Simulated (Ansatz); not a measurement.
# CH5BCl2S: the cost of one run

Method: PBE/def2-SVP with D3(BJ) with three-body dispersion; program: Ansatz 0.2.0, Gaussian basis.

## Step 1: Structure used throughout

The structure was relaxed beforehand with PBE0-D4 in a triple-zeta def2 set.

10 atoms, charge 0, spin multiplicity 1.

Atoms are counted from 1 here; the program's logs count them from 0.

Bond lengths: C1–B2 1.577 Å, C1–H6 1.093 Å, C1–H7 1.093 Å, C1–H8 1.094 Å, B2–S3 2.148 Å, B2–Cl4 1.823 Å, B2–Cl5 1.820 Å, S3–H9 1.346 Å, S3–H10 1.344 Å. Angles: B2–C1–H6 112.5°, B2–C1–H7 112.6°, B2–C1–H8 108.1°, H6–C1–H7 109.0°, H6–C1–H8 107.3°, H7–C1–H8 107.0°, C1–B2–S3 104.3°, C1–B2–Cl4 116.3°, C1–B2–Cl5 116.1°, S3–B2–Cl4 99.1°, S3–B2–Cl5 104.3°, Cl4–B2–Cl5 113.8°, B2–S3–H9 99.9°, B2–S3–H10 96.1°, H9–S3–H10 92.9°.

## Step 2: Dynamics

in.yaml

```yaml
crystal:
  periodic: [false, false, false]
  atoms:
    - {symbol: C, position_ang: [-1.267169, -0.415323, 0.262118]}
    - {symbol: B, position_ang: [-0.082995, 0.209097, -0.570468]}
    - {symbol: S, position_ang: [1.686090, -0.418662, 0.472939]}
    - {symbol: Cl, position_ang: [0.252622, -0.553280, -2.192425]}
    - {symbol: Cl, position_ang: [0.020811, 2.025848, -0.577974]}
    - {symbol: H, position_ang: [-1.206544, -1.504726, 0.323884]}
    - {symbol: H, position_ang: [-1.332702, -0.004638, 1.273419]}
    - {symbol: H, position_ang: [-2.205913, -0.170398, -0.244237]}
    - {symbol: H, position_ang: [1.672991, 0.454487, 1.497460]}
    - {symbol: H, position_ang: [2.545908, 0.326596, -0.241714]}
basis:
  gaussian: {orbitals: def2-SVP}
hamiltonian: {xc: {name: PBE}, dispersion: d3bjatm}
md: {timestep: 1 fs, n_steps: 30, ensemble: nvt_nose_hoover, temperature: 700, initial_velocities: maxwell_boltzmann, seed: 290}
```

The run is started by

```console
ansatz run in.yaml --threads 4 --pin off --events-out ev --progress --plain --max-ram 10444MiB
```

What time and memory should one allow on 4 threads of Arm Neoverse V1, shared host?

About 37 s, with a peak of 0.48 GiB.
